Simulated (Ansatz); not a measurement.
# C5H6ClN: the cost of one run

All numbers below are computed with Ansatz 0.2.0 (RKS B3LYP/def2-SVP).

## (1) The system as given

Bond lengths: C1–C2 1.241 Å, C2–C3 1.477 Å, C3–Cl4 1.688 Å, C3–C5 1.554 Å, C5–C6 1.362 Å, C5–N7 1.378 Å, C1–H8 1.029 Å, C3–H9 1.143 Å, C6–H10 1.114 Å, C6–H11 1.066 Å, N7–H12 1.011 Å, N7–H13 1.047 Å. Angles (14 of 17 angles, heavy atoms first): C1–C2–C3 178.3°, C2–C3–Cl4 110.0°, C2–C3–C5 109.1°, Cl4–C3–C5 110.2°, C3–C5–C6 120.8°, C3–C5–N7 120.5°, C6–C5–N7 118.7°, C2–C1–H8 174.8°, C2–C3–H9 110.3°, Cl4–C3–H9 109.0°, C5–C3–H9 108.3°, C5–C6–H10 121.7°, C5–C6–H11 122.9°, C5–N7–H12 115.4°.

Structure file:

```xyz
13

C    -0.0999   -2.5175   -1.1636
C    -0.4698   -1.5655   -0.4579
C    -0.8906   -0.4517    0.4163
Cl   -2.4360    0.0700   -0.0169
C     0.1271    0.7142    0.2792
C     0.8855    1.1055    1.3407
N     0.2476    1.4027   -0.9087
H     0.1669   -3.2629   -1.8204
H    -0.9051   -0.7891    1.5079
H     0.8321    0.5815    2.3223
H     1.5658    1.9247    1.2950
H     1.1301    1.8749   -1.0479
H    -0.1334    0.8785   -1.7311
```

## (2) End point A

input.yaml

```yaml
crystal:
  periodic: [false, false, false]
  atoms:
    - { symbol: C, position_ang: [-0.0999, -2.5175, -1.1636] }
    - { symbol: C, position_ang: [-0.4698, -1.5655, -0.4579] }
    - { symbol: C, position_ang: [-0.8906, -0.4517, 0.4163] }
    - { symbol: Cl, position_ang: [-2.436, 0.07, -0.0169] }
    - { symbol: C, position_ang: [0.1271, 0.7142, 0.2792] }
    - { symbol: C, position_ang: [0.8855, 1.1055, 1.3407] }
    - { symbol: "N", position_ang: [0.2476, 1.4027, -0.9087] }
    - { symbol: H, position_ang: [0.1669, -3.2629, -1.8204] }
    - { symbol: H, position_ang: [-0.9051, -0.7891, 1.5079] }
    - { symbol: H, position_ang: [0.8321, 0.5815, 2.3223] }
    - { symbol: H, position_ang: [1.5658, 1.9247, 1.295] }
    - { symbol: H, position_ang: [1.1301, 1.8749, -1.0479] }
    - { symbol: H, position_ang: [-0.1334, 0.8785, -1.7311] }
basis:
  gaussian: { orbitals: def2-SVP }
hamiltonian:
  xc: b3lyp
relax:
  f_tol: 0.015
  max_steps: 40
output:
  orbitals: {}
```

Command:

```console
> ansatz run input.yaml --threads 2 --pin off --max-ram 3072MiB --backend cpu --events-out ev --progress --plain --runs-dir out
```

Q: Estimate wall time and peak memory on 2 threads of Arm Neoverse V1, shared host.

About 53 s, with a peak of 0.38 GiB.
